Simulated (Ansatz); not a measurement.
# C₂H₆Ge₂: trial inputs and their diagnosis

Aim: try 4 inputs for C₂H₆Ge₂ as typed, read how each ends, and find what has to change.

The runs use Ansatz 0.2.0, Gaussian basis; the settings change from run to run.

## (1) The geometry

The structure was relaxed beforehand with PBE0-D4 in a triple-zeta def2 set.

SMILES `[GeH3][C]#[C][GeH3]`, 10 atoms, charge 0, spin multiplicity 1.

Atoms are counted from 1 here; the program's logs count them from 0.

Bond lengths: Ge1–C2 1.900 Å, Ge1–H5 1.533 Å, Ge1–H6 1.533 Å, Ge1–H7 1.533 Å, C2–C3 1.212 Å, C3–Ge4 1.900 Å, Ge4–H8 1.533 Å, Ge4–H9 1.533 Å, Ge4–H10 1.533 Å. Angles: C2–Ge1–H5 108.7°, C2–Ge1–H6 108.7°, C2–Ge1–H7 108.7°, H5–Ge1–H6 110.2°, H5–Ge1–H7 110.2°, H6–Ge1–H7 110.2°, Ge1–C2–C3 180.0°, C2–C3–Ge4 180.0°, C3–Ge4–H8 108.7°, C3–Ge4–H9 108.7°, C3–Ge4–H10 108.7°, H8–Ge4–H9 110.2°, H8–Ge4–H10 110.2°, H9–Ge4–H10 110.2°.

## (2) Try 1

File in.yaml:

```yaml
crystal:
  periodic: [false, false, false]
  atoms:
    - {symbol: Ge, position_ang: [1.042519, 2.397460, -0.283872]}
    - {symbol: C, position_ang: [0.257844, 0.576344, -0.068659]}
    - {symbol: C, position_ang: [-0.242330, -0.586303, 0.068865]}
    - {symbol: Ge, position_ang: [-1.025058, -2.408207, 0.284503]}
    - {symbol: H, position_ang: [0.202650, 3.193570, -1.403168]}
    - {symbol: H, position_ang: [0.957066, 3.167359, 1.127495]}
    - {symbol: H, position_ang: [2.578260, 2.247502, -0.743245]}
    - {symbol: H, position_ang: [-1.957229, -2.724709, -0.989421]}
    - {symbol: H, position_ang: [-1.900597, -2.438312, 1.635252]}
    - {symbol: H, position_ang: [0.174235, -3.478462, 0.375401]}
basis:
  gaussian: {orbitals: aug-cc-pVTZ}
magnetization: {spin_polarized: true, initial_magnetization: 2}
hamiltonian: {xc: {name: wB97X-V}, pseudopotentials: {relativity: none}}
scf: {lower_state_search: light}
output: {forces: true}
```

The run is started by

```
$ ansatz run in.yaml --threads 4 --pin off --events-out ev --progress --plain --max-ram 10444MiB
```

The program printed:

```text
Functional definition: wB97X-V
  name "wB97X-V"
  cite "Mardirossian & Head-Gordon, Phys. Chem. Chem. Phys. 16, 9904 (2014) doi:10.1039/C3CP54374A"
  cite "Becke, J. Chem. Phys. 107, 8554 (1997) doi:10.1063/1.475007"
  cite "Vydrov & Van Voorhis, J. Chem. Phys. 133, 244103 (2010) doi:10.1063/1.3521275"
  parameter omega = 0.3/bohr
  parameter cx = 0.167
  parameter cx1 = 0.603
  parameter cx2 = 1.194
  parameter css0 = 0.556
  parameter css1 = -0.257
  parameter cos0 = 1.219
  parameter cos1 = -1.850
  parameter b = 6.0
  parameter c = 0.01
  exchange = spin_sum(e_x_unif_sr(omega)*poly(b97_u_x, 1 - cx, cx1, cx2)) + cx*exact_x_sr(omega) + exact_x_lr(omega)
  correlation = spin_sum(e_c_pw_same_spin*poly(b97_u_same, css0, css1))
      + integral(e_c_pw_opposite_spin*poly(b97_u_opposite, cos0, cos1)) + vv10(b, c)
1722 factors; their error is unknown
598 factors; integrals over basis functions are off by at most 3.1e-5 eV
mean field evaluation 1: about -115183.5001 eV, gradient 3.8e1 eV
mean field evaluation 2: about -115180.5670 eV, gradient 4.5e1 eV
mean field evaluation 4: about -115191.9430 eV, gradient 1.2e0 eV
mean field evaluation 8: about -115192.0268 eV, gradient 1.4e-1 eV
mean field evaluation 16: about -115192.3136 eV, gradient 2.8e0 eV
mean field evaluation 32: about -115192.8454 eV, gradient 2.9e-5 eV
Error: SIGTERM received: run cancelled behind 59 evaluations of the mean field
```

Wall time 8.4 min (4 threads of Arm Neoverse V2, shared host).

Diagnosis: The job was cancelled at its limit on wall time, after 59 evaluations of the mean field. What it printed up to there is unfinished. The size of the job: 10 atoms, 348 basis functions. Fix: allow more time or more cores. The input also asks for charge 0 and multiplicity 3, not those of the species named; set them back first. Its coordinates are also moved off the relaxed structure.

## (3) Try 2

File in.yaml:

```yaml
crystal:
  periodic: [false, false, false]
  atoms:
    - {symbol: Ge, position_ang: [0.992876, 2.283295, -0.270354]}
    - {symbol: C, position_ang: [0.245565, 0.548899, -0.065389]}
    - {symbol: C, position_ang: [-0.230791, -0.558383, 0.065586]}
    - {symbol: Ge, position_ang: [-0.976246, -2.293530, 0.270955]}
    - {symbol: H, position_ang: [0.193000, 3.041495, -1.336350]}
    - {symbol: H, position_ang: [0.911492, 3.016532, 1.073805]}
    - {symbol: H, position_ang: [2.455486, 2.140478, -0.707853]}
    - {symbol: H, position_ang: [-1.864028, -2.594961, -0.942306]}
    - {symbol: H, position_ang: [-1.810092, -2.322202, 1.557383]}
    - {symbol: H, position_ang: [0.165938, -3.312821, 0.357525]}
basis:
  gaussian: {orbitals: STO-3G, final_grid: {core_spheres: 1, valence_spheres: 1, degree: 3}}
magnetization: {spin_polarized: true, initial_magnetization: 2}
hamiltonian: {xc: {name: PBE}}
```

The command is unchanged.

The program printed, cut to the lines that bear on the results:

```text
Functional definition: PBE
  name "PBE"
  cite "Perdew, Burke & Ernzerhof, Phys. Rev. Lett. 77, 3865 (1996) doi:10.1103/PhysRevLett.77.3865"
  parent pbe
[...]
579 factors; integrals over basis functions are off by at most 3.2e-5 eV
[...]
mean field -113919.19858117 eV, -4186.4533306519 hartree, gradient 3.6e-6 eV, S^2 2.315394; 16 other end points of the search recorded, 0 dependent functions left out
reference -113919.19860276 eV, -4186.4533314451 hartree; 42, 40 occupied and 10, 12 virtual orbitals, 579 factors
Total energy: -113919.19860276 eV, -4186.4533314451 hartree
```

Wall time 5.5 s (4 threads of Arm Neoverse V2, shared host).

**Diagnosis.** It ended without an error, which proves nothing about the input. The integration grid is far too coarse. It also asks for charge 0 and multiplicity 3, another species or state than the molecule above. Its energy carries the error of the grid. To mend it, drop final_grid and take the default grid, and set charge and spin to those of the species named.

## (4) Try 3

File in.yaml:

```yaml
crystal:
  periodic: [false, false, false]
  atoms:
    - {symbol: Ge, position_ang: [0.992876, 2.283295, -0.270354]}
    - {symbol: C, position_ang: [0.245565, 0.548899, -0.065389]}
    - {symbol: C, position_ang: [-0.230791, -0.558383, 0.065586]}
    - {symbol: Ge, position_ang: [-0.976246, -2.293530, 0.270955]}
    - {symbol: H, position_ang: [0.193000, 3.041495, -1.336350]}
    - {symbol: H, position_ang: [0.911492, 3.016532, 1.073805]}
    - {symbol: H, position_ang: [2.455486, 2.140478, -0.707853]}
    - {symbol: H, position_ang: [-1.864028, -2.594961, -0.942306]}
    - {symbol: H, position_ang: [-1.810092, -2.322202, 1.557383]}
    - {symbol: H, position_ang: [0.165938, -3.312821, 0.357525]}
basis:
  gaussian: {orbitals: cc-pVDZ}
hamiltonian: {xc: {name: B2PLYP}, dispersion: d2}
output: {forces: true}
```

Same command.

The program printed:

```text
Error: YAML parse error: error: line 16 column 47: hamiltonian.dispersion: `d2` is not `none`, `rvv10`, `d3bj`, `d3bjatm`, `d4` or a map `{method: …, s8: …, a1: …, a2_bohr: …}` (numbers without units, a2 in bohr) or `{method: …, functional: …}`
  --> <input>:16:47
   |
14 | basis:
15 |   gaussian: {orbitals: cc-pVDZ}
16 | hamiltonian: {xc: {name: B2PLYP}, dispersion: d2}
   |                                               ^ hamiltonian.dispersion: `d2` is not `none`, `rvv10`, `d3bj`, `d3bjatm`, `d4` or a map `{method: …, s8: …, a1: …, a2_bohr: …}` (numbers without units, a2 in bohr) or `{method: …, functional: …}`
17 | output: {forces: true}
   |
```

It took 0.05 s on 4 threads of Arm Neoverse V2, shared host.

What is wrong: The program refused the input. d2 isn't among the dispersion terms that the program offers. Fix: name d3bj, d3bjatm, d4 or rvv10, or leave the key out.

## (5) Try 4

File in.yaml:

```yaml
crystal:
  periodic: [false, false, false]
  atoms:
    - {symbol: Ge, position_ang: [0.992876, 2.283295, -0.270354]}
    - {symbol: C, position_ang: [0.245565, 0.548899, -0.065389]}
    - {symbol: C, position_ang: [-0.230791, -0.558383, 0.065586]}
    - {symbol: Ge, position_ang: [-0.976246, -2.293530, 0.270955]}
    - {symbol: H, position_ang: [0.193000, 3.041495, -1.336350]}
    - {symbol: H, position_ang: [0.911492, 3.016532, 1.073805]}
    - {symbol: H, position_ang: [2.455486, 2.140478, -0.707853]}
    - {symbol: H, position_ang: [-1.864028, -2.594961, -0.942306]}
    - {symbol: H, position_ang: [-1.810092, -2.322202, 1.557383]}
    - {symbol: H, position_ang: [0.165938, -3.312821, 0.357525]}
basis:
  gaussian: {orbitals: ANO-RCC-VTZP}
hamiltonian: {xc: {name: HF}}
correlation: {method: mp2, frozen_orbitals: {Ge: 9}}
scf: {lower_state_search: off}
output: {forces: true}
```

Launched as before.

The program printed:

```text
Functional definition: HF
  name "HF"
  cite "Fock, Z. Phys. 61, 126 (1930) doi:10.1007/BF01340294"
  parent pbe
  exchange = exact_x
  correlation = 0
these checks for a lower state are left out or cut short: starts, cluster_reference, orbital_swaps, neighbouring_geometries, increment
Error: "frozen_orbitals" has no count for C
```

It took 0.1 s on 4 threads of Arm Neoverse V2, shared host.

What is wrong: Refused before any calculation. Frozen orbitals are typed for one element alone, and the program wants a count for each. Fix: leave frozen_orbitals out, or give every element a count that its core really has.

## (6) How the tries ended

```tsv
try	level	ended	cause	time
1	wB97X-V/aug-cc-pVTZ	timeout	the time limit	8.4 min
2	PBE/STO-3G	converged	the integration grid is far too coarse	5.5 s
3	B2PLYP/cc-pVDZ	refused	d2 isn't among the dispersion terms that the program offers	0.05 s
4	MP2/ANO-RCC-VTZP	refused	frozen orbitals are typed for one element alone, and the program wants a count for each	0.1 s
```

In words: 1 timeout, 1 converged, 2 refused. A refusal costs next to no computing time. The dangerous case is the input that converges on a wrong geometry, charge, spin, basis or grid: often only a look at the input shows it.
